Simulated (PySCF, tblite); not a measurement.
**C6H13BOSi: geometry, infrared bands and NMR shifts**

What infrared bands and NMR shifts should C6H13BOSi (`CB([SiH3])/C(C)=C/C(C)=O`) show?

The runs use tblite 0.8.0 and PySCF 2.14.0, with density-fitted response routines of our own; the level of theory stands in each step. All values are computed, except where a source is named. Atoms count from 0, in the outputs and in this text.

**1. The starting structure**

22 atoms, charge 0, multiplicity 1; geometry from: force field or distance geometry start.

Bonds of the start (Å): C0–B1 1.60, B1–Si2 1.95, B1–C3 1.60, C3–C4 1.51, C3–C5 1.35, C5–C6 1.49, C6–C7 1.49, C6–O8 1.26, C0–H9 1.10, C0–H10 1.12, C0–H11 1.11, Si2–H12 1.48, Si2–H13 1.47, Si2–H14 1.48, C4–H15 1.11, C4–H16 1.12, C4–H17 1.10, C5–H18 1.07, C7–H19 1.11, C7–H20 1.10, C7–H21 1.11.

**2. Optimising the geometry with GFN2-xTB**

What the job is given:

```
{"job": {"kind": "relax", "xc": "GFN2-xTB", "basis": "xTB"}, "charge": 0, "multiplicity": 1}
C     -1.749600    -1.499900    -1.127700
B     -1.530500    -0.125700    -0.342300
Si    -3.115900     0.818800     0.273900
C     -0.054600     0.400200    -0.002000
C      0.115700     1.755900     0.638400
C      1.002900    -0.406200    -0.251700
C      2.420100    -0.108800     0.092700
C      3.516400    -0.916500    -0.524100
O      2.724600     0.740900     0.972300
H     -1.260500    -1.443300    -2.110400
H     -2.843800    -1.679800    -1.290600
H     -1.346200    -2.347500    -0.541900
H     -3.079300     0.976500     1.741900
H     -4.326500     0.065600    -0.102300
H     -3.180100     2.157400    -0.359900
H     -0.780800     2.397300     0.510600
H      0.951600     2.309300     0.147600
H      0.314200     1.646100     1.718000
H      0.850400    -1.349900    -0.742400
H      3.570300    -1.911700    -0.027600
H      4.484400    -0.399200    -0.412200
H      3.306700    -1.059900    -1.609700
```

Launch:

```console
$ OMP_NUM_THREADS=1 python probes_run.py task.json out
```

This one command runs all jobs of the session in turn.

The program printed:

```text
step      E/eV     max force
  0    -719.16728    3.164
  1    -719.28263    2.991
  2    -719.36177    0.403
  3    -719.38759    0.391
  4    -719.41375    0.344
  5    -719.42090    0.218
  6    -719.43298    0.218
  7    -719.44057    0.228
  8    -719.44873    0.202
  9    -719.45418    0.164
 10    -719.45883    0.170
 11    -719.46228    0.137
 12    -719.46484    0.135
 13    -719.46670    0.096
 14    -719.46829    0.112
 15    -719.46972    0.085
 16    -719.47103    0.101
 17    -719.47229    0.098
 18    -719.47361    0.116
 19    -719.47491    0.101
 20    -719.47598    0.065
 21    -719.47683    0.058
 22    -719.47778    0.081
 23    -719.47912    0.110
 24    -719.48092    0.114
 25    -719.48289    0.100
 26    -719.48469    0.101
 27    -719.48630    0.135
 28    -719.48783    0.119
 29    -719.48922    0.082
 30    -719.49025    0.067
 31    -719.49095    0.058
 32    -719.49154    0.071
 33    -719.49216    0.060
 34    -719.49281    0.066
 35    -719.49351    0.066
 36    -719.49429    0.076
 37    -719.49512    0.090
 38    -719.49590    0.068
 39    -719.49658    0.054
 40    -719.49730    0.055
 41    -719.49824    0.104
 42    -719.49942    0.125
 43    -719.50060    0.094
 44    -719.50149    0.054
 45    -719.50212    0.052
 46    -719.50269    0.068
 47    -719.50331    0.074
 48    -719.50394    0.083
 49    -719.50459    0.101
 50    -719.50542    0.110
 51    -719.50659    0.093
 52    -719.50866    0.096
 53    -719.50990    0.078
 54    -719.51136    0.106
 55    -719.51284    0.105
 56    -719.51478    0.091
 57    -719.51673    0.089
 58    -719.51843    0.080
 59    -719.51961    0.155
 60    -719.52065    0.179
 61    -719.52280    0.106
 62    -719.52527    0.079
 63    -719.52723    0.054
 64    -719.52813    0.063
 65    -719.52886    0.063
 66    -719.53009    0.066
 67    -719.53102    0.079
 68    -719.53202    0.094
 69    -719.53290    0.079
 70    -719.53388    0.077
 71    -719.53502    0.091
 72    -719.53634    0.097
 73    -719.53757    0.110
 74    -719.53825    0.113
 75    -719.53975    0.062
 76    -719.54108    0.060
 77    -719.54273    0.073
 78    -719.54395    0.071
 79    -719.54523    0.081
 80    -719.54664    0.087
 81    -719.54907    0.098
 82    -719.55215    0.109
 83    -719.55473    0.102
 84    -719.55616    0.084
 85    -719.55713    0.072
 86    -719.55813    0.069
 87    -719.55932    0.086
 88    -719.56074    0.104
 89    -719.56160    0.080
 90    -719.56236    0.054
 91    -719.56300    0.060
 92    -719.56366    0.068
 93    -719.56443    0.072
 94    -719.56522    0.049
 95    -719.56577    0.047
 96    -719.56613    0.045
 97    -719.56637    0.044
 98    -719.56665    0.034
 99    -719.56688    0.036
100    -719.56722    0.040
101    -719.56759    0.060
102    -719.56810    0.066
103    -719.56868    0.053
104    -719.56927    0.063
105    -719.56977    0.071
106    -719.57023    0.048
107    -719.57067    0.055
108    -719.57108    0.041
109    -719.57145    0.043
110    -719.57172    0.061
111    -719.57205    0.052
112    -719.57236    0.039
113    -719.57291    0.048
114    -719.57317    0.041
115    -719.57369    0.048
116    -719.57413    0.052
117    -719.57471    0.065
118    -719.57540    0.079
119    -719.57608    0.078
120    -719.57653    0.101
121    -719.57699    0.067
122    -719.57739    0.049
123    -719.57775    0.052
124    -719.57821    0.057
125    -719.57872    0.056
126    -719.57915    0.052
127    -719.57946    0.050
128    -719.57970    0.095
129    -719.57999    0.047
130    -719.58021    0.045
131    -719.58056    0.037
132    -719.58078    0.036
133    -719.58102    0.026
134    -719.58116    0.030
135    -719.58131    0.031
136    -719.58153    0.043
137    -719.58191    0.049
138    -719.58240    0.058
139    -719.58263    0.086
140    -719.58327    0.071
141    -719.58367    0.099
142    -719.58468    0.052
143    -719.58514    0.052
144    -719.58585    0.050
145    -719.58651    0.049
146    -719.58680    0.087
147    -719.58749    0.047
148    -719.58806    0.056
149    -719.58864    0.063
150    -719.58911    0.054
151    -719.58948    0.047
152    -719.58978    0.045
153    -719.59011    0.036
154    -719.59046    0.043
155    -719.59072    0.033
156    -719.59091    0.034
157    -719.59105    0.032
158    -719.59123    0.029
159    -719.59147    0.029
160    -719.59174    0.031
161    -719.59204    0.036
162    -719.59245    0.048
163    -719.59272    0.081
164    -719.59307    0.062
165    -719.59343    0.052
166    -719.59369    0.031
167    -719.59407    0.034
168    -719.59433    0.032
169    -719.59448    0.019
170    -719.59460    0.049
171    -719.59469    0.033
172    -719.59481    0.021
173    -719.59491    0.019
174    -719.59502    0.027
175    -719.59516    0.032
176    -719.59533    0.034
177    -719.59550    0.039
178    -719.59563    0.025
179    -719.59576    0.030
180    -719.59587    0.028
181    -719.59607    0.035
182    -719.59631    0.037
183    -719.59665    0.046
184    -719.59704    0.061
185    -719.59745    0.050
186    -719.59779    0.034
187    -719.59801    0.043
188    -719.59794    0.090
189    -719.59834    0.043
190    -719.59843    0.022
191    -719.59852    0.013
192    -719.59855    0.017
193    -719.59858    0.020
194    -719.59861    0.018
195    -719.59864    0.012
196    -719.59867    0.012
197    -719.59871    0.011
198    -719.59876    0.018
199    -719.59883    0.023
200    -719.59890    0.022
201    -719.59900    0.021
202    -719.59909    0.019
203    -719.59918    0.017
204    -719.59925    0.017
205    -719.59930    0.018
206    -719.59932    0.015
207    -719.59935    0.014
208    -719.59939    0.014
209    -719.59943    0.017
210    -719.59948    0.018
211    -719.59951    0.016
212    -719.59954    0.016
213    -719.59958    0.014
214    -719.59963    0.018
215    -719.59971    0.021
216    -719.59981    0.020
217    -719.59991    0.018
218    -719.59996    0.032
219    -719.60001    0.021
220    -719.60005    0.014
221    -719.60008    0.008
```

Wall time 2 s (1 thread of Arm Neoverse V1, shared host).

Relaxation path: (not every step is listed)

| step | energy from step 0 (eV) | largest force (eV/Å) |
| --- | --- | --- |
| 0 | 0.0000 | 3.1644 |
| 1 | -0.1154 | 2.9911 |
| 2 | -0.1945 | 0.4032 |
| 3 | -0.2203 | 0.3911 |
| 4 | -0.2465 | 0.3438 |
| 5 | -0.2536 | 0.2185 |
| 6 | -0.2657 | 0.2176 |
| 7 | -0.2733 | 0.2281 |
| 8 | -0.2814 | 0.2018 |
| 28 | -0.3206 | 0.1188 |
| 48 | -0.3367 | 0.0826 |
| 68 | -0.3647 | 0.0945 |
| 88 | -0.3935 | 0.1040 |
| 108 | -0.4038 | 0.0409 |
| 128 | -0.4124 | 0.0948 |
| 148 | -0.4208 | 0.0562 |
| 168 | -0.4271 | 0.0320 |
| 188 | -0.4307 | 0.0899 |
| 208 | -0.4321 | 0.0136 |
| 216 | -0.4325 | 0.0197 |
| 217 | -0.4326 | 0.0184 |
| 218 | -0.4327 | 0.0323 |
| 219 | -0.4327 | 0.0213 |
| 220 | -0.4328 | 0.0136 |
| 221 | -0.4328 | 0.0082 |

Distances of close pairs at the start and the end, largest changes first:

| bond | before (Å) | after (Å) | change (Å) |
| --- | --- | --- | --- |
| B1–C3 | 1.603 | 1.550 | -0.053 |
| C6–O8 | 1.260 | 1.216 | -0.045 |
| C0–H10 | 1.121 | 1.093 | -0.028 |
| B1–Si2 | 1.946 | 1.974 | +0.028 |
| C5–C6 | 1.488 | 1.461 | -0.028 |
| C4–H16 | 1.116 | 1.088 | -0.028 |
| C7–H21 | 1.115 | 1.088 | -0.027 |
| C7–H19 | 1.113 | 1.088 | -0.025 |

The final coordinates are the input of the step that follows.

**3. Harmonic vibrations with GFN2-xTB**

What the job is given:

```
{"job": {"kind": "ir", "xc": "GFN2-xTB", "basis": "xTB"}, "charge": 0, "multiplicity": 1}
C     -1.863211    -0.868461    -1.775401
B     -1.486024    -0.153082    -0.425718
Si    -2.819902     0.122174     1.002669
C     -0.056821     0.416383    -0.234097
C      0.070324     1.903334    -0.079059
C      1.023304    -0.391904    -0.141516
C      2.395922     0.037385     0.113531
C      3.404668    -1.093994     0.110803
O      2.734067     1.189047     0.306304
H     -1.007131    -1.283372    -2.305646
H     -2.301164    -0.120383    -2.440484
H     -2.614724    -1.648964    -1.668834
H     -2.257681     0.269453     2.351552
H     -3.811475    -0.960340     1.098029
H     -3.601002     1.348088     0.759766
H     -0.879998     2.403079    -0.256999
H      0.821074     2.288763    -0.766395
H      0.418211     2.144207     0.924843
H      0.884384    -1.459516    -0.255811
H      3.165685    -1.798924     0.904981
H      4.405245    -0.699300     0.266421
H      3.365840    -1.624290    -0.838554
```

The program printed:

```text
mode    cm-1     km/mol
  1     -20.2      0.04
  2      23.2      1.86
  3      56.4      4.46
  4      63.6      0.46
  5      81.9      2.48
  6      91.7      0.71
  7     118.2      1.90
  8     123.1      1.03
  9     164.3      0.36
 10     218.0      4.09
 11     224.5      1.44
 12     306.5     13.04
 13     327.6      4.97
 14     384.9      7.05
 15     470.3     30.89
 16     500.8      4.90
 17     511.1     24.19
 18     540.6     19.11
 19     583.6      2.22
 20     667.6     18.29
 21     764.6     17.30
 22     805.2    439.78
 23     806.2    211.88
 24     821.9     89.02
 25     829.2    135.25
 26     832.2     17.76
 27     910.1      2.40
 28     980.1     36.28
 29     983.7     11.10
 30     999.9     30.19
 31    1015.2      5.02
 32    1036.0      6.25
 33    1066.3     44.12
 34    1166.3     93.06
 35    1208.0    177.14
 36    1326.3     34.35
 37    1367.4     26.10
 38    1378.6     28.19
 39    1389.3     15.02
 40    1458.5      3.41
 41    1460.0      6.68
 42    1464.4      3.01
 43    1467.5      7.28
 44    1470.9      5.62
 45    1490.0      4.64
 46    1571.9    277.49
 47    1710.0    284.25
 48    2178.0    334.14
 49    2204.3    376.79
 50    2226.0    282.94
 51    2976.2     10.10
 52    3007.0      4.05
 53    3014.7     31.35
 54    3020.0     17.43
 55    3020.7     16.89
 56    3020.9     26.42
 57    3026.3      6.52
 58    3032.2      2.69
 59    3049.7     28.92
 60    3055.1     28.10
```

It took 1 s on 1 thread of Arm Neoverse V1, shared host.

Which atoms move in the most intense modes:

| cm⁻¹ | km/mol | atoms |
| --- | --- | --- |
| 805 | 439.8 | H14 35 %, H12 35 % |
| 806 | 211.9 | H14 52 %, H13 32 % |
| 1208 | 177.1 | C3 31 %, C6 25 %, B1 19 % |
| 1572 | 277.5 | C5 46 %, C3 44 % |
| 1710 | 284.2 | C6 60 %, O8 34 % |
| 2178 | 334.1 | H14 96 % |
| 2204 | 376.8 | H13 95 % |
| 2226 | 282.9 | H12 95 % |

**4. Shielding tensors: PBE0/pcSseg-1**

The job, as its differences from that of step 3:

```diff
@@ -1,2 +1,2 @@
-{"job": {"kind": "ir", "xc": "GFN2-xTB", "basis": "xTB"}, "charge": 0, "multiplicity": 1}
+{"job": {"kind": "nmr", "xc": "PBE0", "basis": "pcSseg-1"}, "charge": 0, "multiplicity": 1}
 C     -1.863211    -0.868461    -1.775401
```

With the program's defaults for keys left out, this is: GIAO PBE0/pcSseg-1 NMR shielding, non-relativistic, gas phase.

The program printed:

```text
coarse grid: 18376 points
cycle   1  E = -625.2043849484  dE =  9.211e-01  |g| = 8.397e-01  |ddm| = 4.136e+00
cycle   2  E = -624.7969764335  dE =  4.074e-01  |g| = 1.648e+00  |ddm| = 2.777e+00
cycle   3  E = -625.3418530855  dE = -5.449e-01  |g| = 2.365e-01  |ddm| = 2.233e+00
cycle   4  E = -625.3546702673  dE = -1.282e-02  |g| = 6.203e-02  |ddm| = 2.743e-01
cycle   5  E = -625.3555478200  dE = -8.776e-04  |g| = 1.626e-02  |ddm| = 6.917e-02
cycle   6  E = -625.3555961595  dE = -4.834e-05  |g| = 8.515e-03  |ddm| = 2.038e-02
cycle   7  E = -625.3556142711  dE = -1.811e-05  |g| = 1.968e-03  |ddm| = 9.038e-03
cycle   8  E = -625.3556151291  dE = -8.579e-07  |g| = 6.603e-04  |ddm| = 2.632e-03
final grid: 171432 points
cycle   9  E = -625.4166783347  dE = -3.642e-05  |g| = 1.234e-02  |ddm| = 3.896e-02
cycle  10  E = -625.4166135726  dE =  6.476e-05  |g| = 2.190e-02  |ddm| = 2.807e-02
cycle  11  E = -625.4167102326  dE = -9.666e-05  |g| = 3.205e-03  |ddm| = 2.030e-02
cycle  12  E = -625.4167123312  dE = -2.099e-06  |g| = 2.541e-04  |ddm| = 2.945e-03
cycle  13  E = -625.4167123363  dE = -5.098e-09  |g| = 2.144e-04  |ddm| = 4.384e-04
cycle  14  E = -625.4167123478  dE = -1.156e-08  |g| = 3.739e-05  |ddm| = 2.154e-04
cycle  15  E = -625.4167123482  dE = -3.438e-10  |g| = 1.056e-05  |ddm| = 5.034e-05
converged SCF energy = -625.4167123482

GIAO shielding tensors (ppm)
atom      isotropic    diamagn.    paramagn.     s11        s22        s33       span
  0 C      163.764     253.494     -89.730    136.433    170.595    184.263     47.830
  1 B        0.304     196.266    -195.961    -84.636    -39.217    124.766    209.403
  2 Si     461.811     881.110    -419.299    418.963    479.082    487.389     68.426
  3 C       -1.993     262.064    -264.057    -98.336    -60.109    152.465    250.800
  4 C      166.202     249.323     -83.120    144.743    172.012    181.852     37.109
  5 C       65.590     262.475    -196.885    -26.305     69.148    153.927    180.231
  6 C      -14.179     247.420    -261.599    -96.126    -44.639     98.227    194.353
  7 C      150.802     252.836    -102.034    128.476    134.919    189.010     60.534
  8 O     -339.317     403.987    -743.304   -996.580   -369.878    348.507   1345.087
  9 H       30.231      33.291      -3.060     26.532     29.679     34.482      7.950
 10 H       30.565      29.828       0.737     27.261     28.590     35.843      8.581
 11 H       29.652      30.224      -0.572     25.985     28.936     34.036      8.051
 12 H       28.271      29.279      -1.008     24.778     27.373     32.662      7.884
 13 H       28.184      29.168      -0.984     24.887     26.644     33.022      8.135
 14 H       27.834      28.708      -0.874     25.130     26.088     32.285      7.155
 15 H       30.120      31.959      -1.839     26.128     30.310     33.921      7.793
 16 H       28.756      31.404      -2.648     24.821     27.901     33.547      8.726
 17 H       28.768      31.568      -2.800     25.294     27.218     33.791      8.497
 18 H       25.805      38.575     -12.770     21.396     24.439     31.579     10.183
 19 H       29.300      29.996      -0.696     26.390     29.017     32.492      6.102
 20 H       29.709      27.648       2.061     26.593     28.197     34.336      7.743
 21 H       29.277      29.741      -0.464     26.229     29.272     32.329      6.100
```

It took 76 s on 1 thread of Arm Neoverse V1, shared host; peak memory 1.1 GiB.

Shifts follow as δ = σ(reference) − σ, with reference shieldings (ppm) from runs at the same level and on the same kind of geometry: ¹H TMS 31.72, ¹³C TMS 186.9, ²⁹Si TMS 349.2, ¹⁷O H2O 336.1, ¹¹B BF3·OEt2 100.1. The references are single molecules in the gas phase, so shifts against H2O, NH3, PH3, H3PO4 or CFCl3 are not on the usual liquid scales and can be off by tens of ppm. Atoms listed in one row are averaged.

| atoms | environment | σ (ppm) | δ (ppm) | δ scaled to CDCl3 |
| --- | --- | --- | --- | --- |
| C6 | ketone carbonyl carbon | -14.2 | 201.1 | 194.4 |
| C3 | β carbon of a C=C–C=O unit | -2.0 | 188.9 | 182.5 |
| C5 | α carbon of a C=C–C=O unit | 65.6 | 121.3 | 116.5 |
| C7 | methyl carbon α to a carbonyl | 150.8 | 36.1 | 33.3 |
| C0 | methyl carbon bonded to B | 163.8 | 23.2 | 20.7 |
| C4 | allylic methyl carbon | 166.2 | 20.7 | 18.3 |
| H18 | hydrogen on an α carbon of a C=C–C=O unit | 25.80 | 5.91 | 5.68 |
| H12, H13, H14 | hydrogen on a silicon bonded to B | 28.10 | 3.62 | – |
| H15, H16, H17 | hydrogen on an allylic methyl carbon | 29.21 | 2.50 | 2.46 |
| H19, H20, H21 | hydrogen on a methyl carbon α to a carbonyl | 29.43 | 2.29 | 2.26 |
| H9, H10, H11 | hydrogen on a methyl carbon bonded to B | 30.15 | 1.57 | 1.58 |
| B1 | boron bonded to 2 C, Si | 0.3 | 99.8 | – |
| Si2 | silicon bonded to B, 3 H | 461.8 | -112.7 | – |
| O8 | ketone oxygen | -339.3 | 675.4 | – |

The scaled column applies a straight-line fit of computed shieldings to shifts measured in CDCl3 (root-mean-square error 0.16 ppm for H, 1.9 ppm for C).

Charges from the same density, by scheme (e):

| atoms | Mulliken | IAO | Hirshfeld | ESP fit |
| --- | --- | --- | --- | --- |
| C0 | -0.50 | -0.56 | -0.19 | -0.59 |
| B1 | 0.21 | 0.07 | 0.13 | 0.42 |
| Si2 | 0.36 | 0.42 | 0.23 | 0.09 |
| C3 | -0.41 | -0.03 | -0.02 | 0.22 |
| C4 | -0.17 | -0.42 | -0.12 | -0.61 |
| C5 | -0.17 | -0.24 | -0.08 | -0.74 |
| C6 | 0.19 | 0.37 | 0.15 | 0.92 |
| C7 | -0.26 | -0.48 | -0.13 | -0.71 |
| O8 | -0.38 | -0.44 | -0.23 | -0.56 |

Mayer bond orders: C0–B1 1.08, B1–Si2 0.92, B1–C3 0.92, C3–C4 1.11, C3–C5 1.78, C5–C6 1.01, C6–C7 1.01, C6–O8 1.97.

Orbitals, density, ELF and potential are computed afterwards from the orbital file.

Frontier orbitals at PBE0/pcSseg-1, with the share of their density that lies nearest to each atom:

| orbital | energy (eV) | lies on |
| --- | --- | --- |
| HOMO | -7.00 | O8 60 %; C5, C7 about 8 % each; C6 7 % |
| LUMO | -2.28 | B1 41 %; C3, C5 about 9 % each; C6 6 % |

ELF in a plane through or near 7 of the atoms.

Ten even steps from ' ' (0.00) to '@' (1.00):
```
                                                        
                                                        
                                                        
                        **@@##                          
              ..::::  ..@@@@@@::        ::--..          
            ::==****--  @@@@@@--..    ..@@@@##          
            ++%%%%%%##  ==%%##::..    **@@@@@@++        
            --####**++    ==**::    ::##@@@@@@**        
      ::##==  ..**++==..--++++==::==++++@@@@@@--        
      %%@@@@**++++**%%==**--..@@++**%%++====::          
      %%@@@@##**%%++@@--..##**@@::..%%++....            
      ::++++####++..--##**--::==..====..                
          ==@@@@%%  ::@@%%..  --%%%%==..                
          ##@@@@@@....%%##    ::++**%%%%::              
          --@@@@++    ..      ----%%@@@@%%              
            ::--              ::..##@@@@%%              
                                  ::%%%%::              
                                                        
                                                        
                                                        
```
The map spans 14.1 Å across and 10.0 Å up, centred on the molecule. Atoms in the plane (x, y in Å): B1 (1.5, -0.4), C3 (0.1, 0.3), C5 (-1.1, -0.3), C6 (-2.4, 0.4), H11 (2.5, -2.4), H17 (-0.2, 2.4), H21 (-3.5, -1.5).

On the surface of density 0.002 e/bohr³ the electrostatic potential runs, from the 1st to the 99th percentile, from -1.74 V near O8 to 1.30 V near B1.

**5. Results**

| quantity | value |
| --- | --- |
| strongest single infrared mode (GFN2-xTB) | 805 cm⁻¹, 440 km/mol |
| zero-point energy (GFN2-xTB) | 105.9 kcal/mol |
| ¹³C shifts against TMS (PBE0/pcSseg-1) | 201.1, 188.9, 121.3, 36.1, 23.2, 20.7 ppm |
| ¹H shifts against TMS (PBE0/pcSseg-1, means over atoms taken as alike) | 5.91, 3.62, 2.50, 2.29, 1.57 ppm |
| ¹¹B shifts against BF3·OEt2 (PBE0/pcSseg-1) | 99.8 ppm |
| ²⁹Si shifts against TMS (PBE0/pcSseg-1) | -112.7 ppm |
| ¹⁷O shifts against H2O (PBE0/pcSseg-1) | 675.4 ppm |
| surface potential, 1st and 99th percentile | -1.74 V and 1.30 V |

**Reading.** Over 221 steps the energy fell by 0.433 eV; of the close pairs, B1–C3 changed most, 1.603 to 1.550 Å. The lowest mode is imaginary (20i cm⁻¹), so the xTB geometry is not a minimum. Unscaled tight-binding wavenumbers are off by several per cent, some by more. Its intensities can rank the bands wrongly. C6 (ketone carbonyl carbon) lies farthest downfield among carbon, at 201.1 ppm; low-lying n→π* states of the double bond to the heteroatom give a large paramagnetic term (-262 ppm). H18 (hydrogen on an α carbon of a C=C–C=O unit) lies farthest downfield among hydrogen, at 5.91 ppm; a vinylic proton, deshielded by the sp2 carbon and the C=C anisotropy. At PBE0/pcSseg-1: The largest span, 1345 ppm, is at O8, where the paramagnetic term is -743 ppm. At PBE0/pcSseg-1, counted by nearest atom on the grid, the HOMO lies on O8 60 %; C5, C7 about 8 % each, the LUMO on B1 41 %; C3, C5 about 9 % each.
